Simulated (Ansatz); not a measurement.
# CHBClN (SMILES N#CBCl): single points off equilibrium

One table from this session's results is given with a row withheld; the runs are named, their logs left out.

The runs use Ansatz 0.2.0, Gaussian basis; single points in def2-TZVPP.

Cores are frozen in the correlated methods. B3LYP uses VWN-RPA correlation.

### Starting geometry

SMILES `N#CBCl`, 5 atoms, charge 0, spin multiplicity 1.

Atoms are counted from 1 here; the program's logs count them from 0.

Bond lengths: N1–C2 1.162 Å, C2–B3 1.511 Å, B3–Cl4 1.688 Å, B3–H5 1.194 Å. Angles: N1–C2–B3 179.3°, C2–B3–Cl4 118.4°, C2–B3–H5 120.8°, Cl4–B3–H5 120.8°.

Coordinates:

```csv
atom,x (Å),y (Å),z (Å)
N1,1.0247,-1.4140,1.2175
C2,0.4992,-0.6183,0.5540
B3,-0.1788,0.4309,-0.2969
Cl4,-1.5714,-0.0020,-1.1467
H5,0.2590,1.5398,-0.3648
```

Set-up of the first run:

Input file run/in.yaml:

```yaml
crystal:
  periodic: [false, false, false]
  atoms:
    - {symbol: N, position_ang: [1.024700, -1.414000, 1.217500]}
    - {symbol: C, position_ang: [0.499200, -0.618300, 0.554000]}
    - {symbol: B, position_ang: [-0.178800, 0.430900, -0.296900]}
    - {symbol: Cl, position_ang: [-1.571400, -0.002000, -1.146700]}
    - {symbol: H, position_ang: [0.259000, 1.539800, -0.364800]}
basis:
  gaussian: {orbitals: def2-TZVPP}
correlation: {method: ccsd_t}
output: {forces: true}
```

No record of the launch command was kept for these runs.

Steps of the session up to this table: CCSD(T)/def2-TZVPP; PBE0-D4/def2-TZVPP; wB97M-V/def2-TZVPP; r2SCAN-D4/def2-TZVPP; PBE-D4/def2-TZVPP; r2SCAN0-D4/def2-TZVPP; B3LYP-D4/def2-TZVPP.

One of the session's tables, all rows but one given; the rest of the session is left out.

| method | RMS force component (eV/Å) | angle to CCSD(T) forces (°) | dipole (D) |
| --- | --- | --- | --- |
| CCSD(T) | 0.491 | reference | 2.62 |
| PBE0-D4 | 0.631 | 51.7 | 2.64 |
| wB97M-V | 0.788 | 53.2 | 2.66 |
| r2SCAN-D4 | 0.510 | 34.6 | 2.61 |
| PBE-D4 | 0.452 | 23.8 | 2.58 |
| r2SCAN0-D4 | 0.833 | 60.8 | 2.67 |
| B3LYP-D4 | ? | ? | ? |

**Question.** Estimate the row for B3LYP-D4.

**Answer.** RMS force component (eV/Å): 0.662; angle to CCSD(T) forces (°): 45.0; dipole (D): 2.64. In the column «RMS force component (eV/Å)» it lies between PBE0-D4 (0.631) and wB97M-V (0.788).
